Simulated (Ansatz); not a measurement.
# Sc3C: the cost of one run

Program: Ansatz 0.2.0. Level of theory: DFT PBE, scalar-relativistic, plane waves, PAW. These are calculated values, not measurements.

4 further runs of the same task are left out: 1 that didn't finish, 3 set aside as unsound or not needed.

**1. Starting point**

The structure is hexagonal, space group P6_3/mmc (No. 194). Conventional cell: a = 5.760 Å, b = 5.760 Å, c = 4.624 Å, α = 90.00°, β = 90.00°, γ = 120.00°. Sc (site symmetry mm2) has 4 C at 2.85 to 2.88 Å and 8 Sc at 2.85 to 2.89 Å as nearest neighbours. Around C (site symmetry -6m2) lie 12 Sc at 2.85 to 2.88 Å.

Structure file:

```cif
data_structure
_symmetry_space_group_name_H-M 'P6_3/mmc'
_symmetry_Int_Tables_number 194
_cell_length_a 5.7604
_cell_length_b 5.7604
_cell_length_c 4.6236
_cell_angle_alpha 90.000
_cell_angle_beta 90.000
_cell_angle_gamma 120.000
_cell_volume 132.86
loop_
_atom_site_label
_atom_site_type_symbol
_atom_site_symmetry_multiplicity
_atom_site_Wyckoff_symbol
_atom_site_fract_x
_atom_site_fract_y
_atom_site_fract_z
_atom_site_occupancy
Sc1 Sc 6 h 0.83300 0.66600 0.25000 1
C1 C 2 c 0.33333 0.66667 0.25000 1
```

(A quick probe on a coarse mesh, which set the mesh and smearing, is not shown.)

**3. A loose first relaxation**

File input.yaml:

```yaml
crystal:
  lattice:
    - [5.7603666579, 0.0, 0.0]
    - [-2.880183329, 4.9886238609, 0.0]
    - [0.0, 0.0, 4.6235830233]
  atoms:
    - { symbol: Sc, position: [0.833, 0.666, 0.25] }
    - { symbol: Sc, position: [0.167, 0.833, 0.75] }
    - { symbol: Sc, position: [0.334, 0.167, 0.25] }
    - { symbol: Sc, position: [0.167, 0.334, 0.75] }
    - { symbol: Sc, position: [0.833, 0.167, 0.25] }
    - { symbol: Sc, position: [0.666, 0.833, 0.75] }
    - { symbol: C, position: [0.3333333333, 0.6666666667, 0.25] }
    - { symbol: C, position: [0.6666666667, 0.3333333333, 0.75] }
basis:
  ecutwfc: 420
kpoints:
  mp_grid: { grid: [3, 3, 4] }
hamiltonian:
  xc: pbe
scf:
  occupations: { method: gaussian, width: 0.1 }
  lower_state_search: "off"
output:
  forces: true
  stress: true
  eigenvalues: true
relax:
  adjacent_minimum: "off"
  f_tol: 0.04
  max_steps: 70
  cell: { stress_tol: 0.4 }
```

The run is started by

```sh
> ansatz run input.yaml --threads 1 --pin off --max-ram 2560MiB --backend cpu --events-out ev --progress --plain --runs-dir out
```

What time and memory should one allow on 1 thread of Arm Neoverse V2, shared host?

About 1.9 min, with a peak of 0.42 GiB.
